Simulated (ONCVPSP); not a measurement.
**An ONCV potential for calcium, from input to tests**

Aim: build the potential from the settings below, then test how well it stands in for the atom: other configurations, scattering, ghost states and the plane-wave cutoff that it needs.

The numbers are computed with ONCVPSP 4.0.1.1 (patched build) (PBE, scalar-relativistic, spin-unpolarised reference atom).

**1. The design**

Typed settings, in words:

```
element                 : calcium (Ca, Z = 20)
type                    : optimised norm-conserving Vanderbilt (ONCV)
frozen core             : [Ne]
valence charge          : 10
reference configuration : 3s2 3p6 4s2
partial waves           : 3s+4s: rc 2.05 bohr, ncon 4, nbas 8, qcut 6.2 1/bohr, 2 projectors; 3p: rc 1.25 bohr, ncon 4, nbas 9, qcut 7.8 1/bohr, 2 projectors, debl 3.3 Ha; d scattering state at 0.07 Ha: rc 1.70 bohr, ncon 4, nbas 9, qcut 6.5 1/bohr, 3 projectors, debl 3 Ha; f scattering state at 0.36 Ha: rc 2.15 bohr, ncon 3, nbas 7, qcut 6.7 1/bohr, 3 projectors, debl 1.7 Ha
local potential         : polynomial inside 1.05 bohr (lpopt 5, dvloc0 0 Ha)
core correction         : Teter function, fcfact 1.75, rcfact 1.8
```

The outer shells as boxes (Hund's rule for the drawing; the calculation is spin-unpolarised):

```
[Ne] core
3s [↑↓]
3p [↑↓][↑↓][↑↓]
4s [↑↓]
```

**2. Generation**

Ca.dat reads:

```
# ATOM AND REFERENCE CONFIGURATION
# atsym  z   nc   nv     iexc    psfile
  Ca 20.00    3    3        4      upf
#
#   n    l    f
    1    0    2.00
    2    0    2.00
    2    1    6.00
    3    0    2.00
    3    1    6.00
    4    0    2.00
#
# PSEUDOPOTENTIAL AND OPTIMIZATION
# lmax
    3
#
#   l,   rc,      ep,       ncon, nbas, qcut
    0    2.05    0.00    4    8    6.20
    1    1.25    0.00    4    9    7.80
    2    1.70    0.07    4    9    6.50
    3    2.15    0.36    3    7    6.70
#
# LOCAL POTENTIAL
# lloc, lpopt,  rc(5),   dvloc0
    4    5    1.05    0.00
#
# VANDERBILT-KLEINMAN-BYLANDER PROJECTORs
# l, nproj, debl
    0    2    1.00
    1    2    3.30
    2    3    3.00
    3    3    1.70
#
# MODEL CORE CHARGE
# icmod, fcfact, rcfact
    3    1.75    1.80
#
# LOG DERIVATIVE ANALYSIS
# epsh1, epsh2, depsh
   -3.00    5.00    0.02
#
# OUTPUT GRID
# rlmax, drl
    6.00    0.01
#
# TEST CONFIGURATIONS
# ncnf
    4
# nvcnf
#   n    l    f
    3
    3    0    2.00
    3    1    6.00
    4    0    1.00
#
    3
    3    0    2.00
    3    1    6.00
    4    0    0.00
#
    3
    3    0    2.00
    3    1    6.00
    4    0    1.50
#
    4
    3    0    2.00
    3    1    6.00
    4    0    0.00
    4    1    1.00
#
```

Run with:

```console
$ oncvpsp.x < Ca.dat > Ca.out
```

Q: Predict the outcome of this session. Wanted: cutoffs for 1 and 0.1 mHa per electron, occupied waves; bound ghosts; GHOST(+) flags; largest test error; largest phase difference near zero energy, channels read; rms error of d²Exc/dn², without and with the model core; projector energies reset by the program.

As calculated:

| quantity | value |
| --- | --- |
| cutoffs for 1 and 0.1 mHa per electron, occupied waves | 14 Ha and 29 Ha |
| bound ghosts | none found |
| GHOST(+) flags | none at low energy |
| largest test error (AE − PS) | -2.9 meV, for 3s2 3p6 4s0 |
| largest phase difference near zero energy, channels read | 0.001 rad |
| rms error of d²Exc/dn², without and with the model core | 2.17 and 1.95 mHa |
| projector energies reset by the program | d: -0.072, 2.928, 5.928 Ha |

In words: By total energies transferability is very good: the largest error is 2.9 meV on 18.1 eV, for 3s2 3p6 4s0. It counts as soft on the atom, with 14 Ha needed at the looser tolerance. At the looser tolerance the 3p wave is the slowest; 3s needs 10 Ha. That counts occupied waves only; other projectors can need more. It is free of bound ghosts as far as tested. Near zero energy the phases of the channels with partial waves agree within 0.001 rad. All of this concerns the isolated atom, not yet a solid.
